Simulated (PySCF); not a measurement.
# NbO2: relaxation and vibrations of the doublet

Aim: relax NbO2 as a doublet from a linear start, check by its vibrations whether the end is a minimum, and collect its spectrum and constants.

Program: PySCF 2.14.0. Level of theory: PBE, basis Nb def2-TZVP with ECP28, O def2-TZVP, scalar-relativistic core potentials, no spin–orbit coupling, density fitting. These are calculated values, not measurements.

## (1) The system as given

3 atoms, charge 0, spin multiplicity 2.

Bond lengths: Nb1–O2 1.820 Å, Nb1–O3 1.820 Å. Angles: O2–Nb1–O3 180.0°.

```xyz
3
charge 0 multiplicity 2
Nb    0.0000    0.0000    0.0000
O     0.0000    0.0000    1.8200
O     0.0000    0.0000   -1.8200
```

## (2) Finding the electronic state

The steps below are one call of a driver around PySCF. For each, scf.py gives the equivalent set-up of the SCF; relaxations use the driver's own optimiser. After this first run the driver tries any further starts and a stability analysis.

scf.py

```python
from pyscf import gto, scf, dft
mol = gto.M(atom='''
Nb     0.000000     0.000000     0.000000
O      0.000000     0.000000     1.820000
O      0.000000     0.000000    -1.820000''',
    basis={'Nb': 'def2-TZVP', 'O': 'def2-TZVP'},
    ecp={'Nb': 'def2-TZVP'},
    charge=0, spin=1)
mf = dft.UKS(mol, xc='PBE')
mf.grids.atom_grid = (50, 194)
aux = {'Nb': 'def2-universal-JKFIT', 'O': 'def2-universal-JKFIT'}
mf = mf.density_fit(auxbasis=aux)
mf.conv_tol = 1e-08
mf.diis_space = 10
mf.max_cycle = 60
mf.init_guess = 'minao'
mf.verbose = 4
mf.kernel()
```

The run is started by

```console
$ OMP_NUM_THREADS=4 python axn.py task.json out
```

The runs that follow: Linear start, doublet: relaxation; Hessian and properties; Following the imaginary mode; Is it a minimum? Harmonic modes.

Q: Predict the outcome of this session. Wanted: minimum; geometry; wavenumbers; dipole moment; highest occupied, lowest empty level; polar-tensor charge of Nb1; zero-point energy; atomisation energy; ⟨S²⟩.

As calculated:

| quantity | value |
| --- | --- |
| minimum | doublet, C2v |
| geometry | Nb–O 1.721 Å (×2); O–Nb–O 104.3° |
| wavenumbers (cm⁻¹) | 352 (a1), 935 (b2), 983 (a1) |
| dipole moment | 4.79 D |
| highest occupied, lowest empty level (either spin) | -5.07, -3.91 eV |
| polar-tensor charge of Nb1 | +1.41 e |
| zero-point energy | 13.6 kJ/mol |
| entropy at 298.15 K | 272.4 J/(mol K) |
| atomisation energy (no zero-point energy) | 1501 kJ/mol |
| ⟨S²⟩ | 0.758 |

In words: The linear start (D∞h) ends in a minimum of C2v symmetry, after a stop at a second-order saddle point 258.2 kJ/mol higher, from which it was pushed off along an imaginary mode. In the infrared the band at 935 cm⁻¹ (b2, stretch) leads. Most of the spin sits on Nb1 (Mulliken spin 1.12, against 1 for the whole molecule). Only this shape and spin were tried, so other structures or states may lie lower. One determinant may miss the lowest occupation of an open d or f shell.
